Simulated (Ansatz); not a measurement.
A nudged elastic band was laid between two geometries of a periodic cell of 17 atoms, CuSi$_{16}$ (host Si, host structure diamond, interstitial Cu), cell charge +1.

The calculation used DFT PBE, scalar-relativistic, plane waves, PAW in Ansatz 0.2.0. Settings: PAW set soft_1, cutoff 420 eV, k mesh 2x2x2, gaussian smearing 0.02 eV, no spin polarisation.

```
movable images  : 5
climbing image  : yes
spring          : 2.0 eV/Å²
optimiser       : lbfgs
start path      : IDPP
force threshold : 0.05 eV/Å
iteration limit : 36
end points      : relaxed
```

First end point:

```xyz
17
Lattice="0.0000 5.4300 5.4300 5.4300 0.0000 5.4300 5.4300 5.4300 0.0000" Properties=species:S:1:pos:R:3
Si 0.034 -0.043 -0.066
Si 1.349 1.287 1.368
Si 2.581 2.817 0.126
Si 4.115 4.064 1.342
Si 2.788 -0.046 2.674
Si 4.114 1.325 4.028
Si 5.473 2.662 2.670
Si 6.800 4.071 4.020
Si -0.044 2.701 2.759
Si 1.406 4.018 4.037
Si 2.708 5.471 2.749
Si 3.934 6.918 4.205
Si 2.763 2.678 5.380
Si 4.114 4.017 6.731
Si 5.394 5.473 5.424
Si 6.842 6.766 6.726
Cu 5.254 5.537 2.870
```

Last end point:

```xyz
17
Lattice="0.0000 5.4300 5.4300 5.4300 0.0000 5.4300 5.4300 5.4300 0.0000" Properties=species:S:1:pos:R:3
Si 0.057 -0.031 0.058
Si 1.409 1.306 1.408
Si 2.746 2.658 0.058
Si 4.027 4.118 1.361
Si 2.761 -0.045 2.761
Si 4.115 1.293 4.118
Si 5.427 2.718 2.774
Si 6.852 4.030 4.118
Si 0.057 2.658 2.744
Si 1.357 4.116 4.029
Si 2.574 5.572 2.576
Si 4.029 6.788 4.029
Si 2.769 2.713 5.432
Si 4.116 4.029 6.850
Si 5.432 5.376 5.432
Si 6.658 6.918 6.665
Cu 3.913 4.232 3.926
```

(1) Which bonds break or form, and what moves?

(2) What energy profile does the band end with?

(3) What is the geometry of the highest image?

Answers

(1) Contacts lost: Si2–Cu17, Si9–Cu17. Contacts made: Si10–Cu17, Si13–Cu17. The atom that moves furthest is Cu17, by 2.15 Å.

(2) The run converged. The highest image is number 3 of 0 to 6, 0.042 eV above the ends, which have the same energy within 2 meV. By the program's own check the climbing image is of a kind that is not told: the force calls were inconclusive, a negative curvature could not be distinguished from the path's own, the only one lies far off the path, or fixed occupations may fill a level only in part (lowest curvatures found: -0.51 and 0.85 eV/Å²). Limits of this set-up: charged cell in a uniform background, uncorrected.

| image | path coordinate (Å) | energy (eV) | Si2–Cu17 (Å) | Si9–Cu17 (Å) | Si10–Cu17 (Å) |
| --- | --- | --- | --- | --- | --- |
| 0 | 0.00 | 0.000 | 2.44 | 2.60 | 4.30 |
| 1 | 0.41 | -0.002 | 2.61 | 2.91 | 4.08 |
| 2 | 0.82 | 0.016 | 2.95 | 3.22 | 3.79 |
| 3 | 1.21 | 0.042 | 3.30 | 3.51 | 3.51 |
| 4 | 1.66 | 0.010 | 3.80 | 3.83 | 3.18 |
| 5 | 2.08 | -0.001 | 4.24 | 4.11 | 2.86 |
| 6 | 2.50 | -0.001 | 4.59 | 4.33 | 2.56 |

(3) 
```xyz
17
Lattice="0.0000 5.4300 5.4300 5.4300 0.0000 5.4300 5.4300 5.4300 0.0000" Properties=species:S:1:pos:R:3:forces:R:3
Si -0.050 -0.046 -0.032 0.00 0.00 0.01
Si 1.218 1.223 1.474 0.00 0.01 0.00
Si 2.583 2.595 0.171 0.01 0.00 0.00
Si 4.024 4.032 1.294 -0.01 0.00 0.00
Si 2.715 -0.039 2.768 0.00 0.00 0.00
Si 4.106 1.354 4.018 0.00 0.00 -0.01
Si 5.507 2.632 2.667 0.01 0.00 0.00
Si 6.867 3.991 4.119 0.00 0.00 0.00
Si -0.044 2.720 2.769 0.00 -0.01 0.00
Si 1.349 4.111 4.018 0.00 0.00 0.00
Si 2.624 5.516 2.669 0.00 0.00 -0.01
Si 3.982 6.876 4.121 0.00 0.00 0.00
Si 2.846 2.850 5.313 0.00 0.00 0.00
Si 4.116 4.120 6.817 0.00 0.01 0.00
Si 5.468 5.478 5.492 0.01 0.00 0.00
Si 6.907 6.914 6.618 -0.01 0.00 0.01
Cu 4.747 4.756 3.393 0.00 0.00 0.00
```

Run time: 12 min on 1 thread of Arm Neoverse V2 (shared host), peak memory 0.93 GiB.
